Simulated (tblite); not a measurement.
# Cl3HOV: the cost of one run

Computed with tblite 0.8.0 and PySCF 2.14.0; each step states its level. No surroundings beyond the atoms listed, unless a continuum is named. Atoms count from 0, parts from 1.

## 1. The system as given

6 atoms, charge -1, multiplicity 1; geometry: rigid parts in contact. Parts: 1 = atoms 0–4, `[O]=[V]([Cl])([Cl])[Cl]`, charge 0; 2 = atom 5, `[H-]`, charge -1.

## 2. Bringing the parts together with GFN1-xTB

What the job is given:

```
{"job": {"kind": "dock", "xc": "GFN1-xTB", "basis": "xTB"}, "charge": -1, "multiplicity": 1, "parts": [{"atoms": "0-4", "charge": 0, "multiplicity": 1}, {"atoms": "5-5", "charge": -1, "multiplicity": 1}]}
O      1.603714     0.441660    -0.156806
V      0.132599     0.036178    -0.012398
Cl    -0.797522    -0.069172    -1.901757
Cl    -0.028165    -1.852746     0.910666
Cl    -0.910627     1.444079     1.160295
H      1.687589    -1.157984    -1.279418
```

Method: GFN1-xTB search for minima from random contacts, gas phase.

The run is started by

```
$ OMP_NUM_THREADS=1 python cluster_run.py task.json out
```

One launch serves the whole session: the jobs run in the order shown.

Q: Estimate the wall time of this first job on 1 thread of Arm Neoverse N1, shared host.

About 3.4 s.
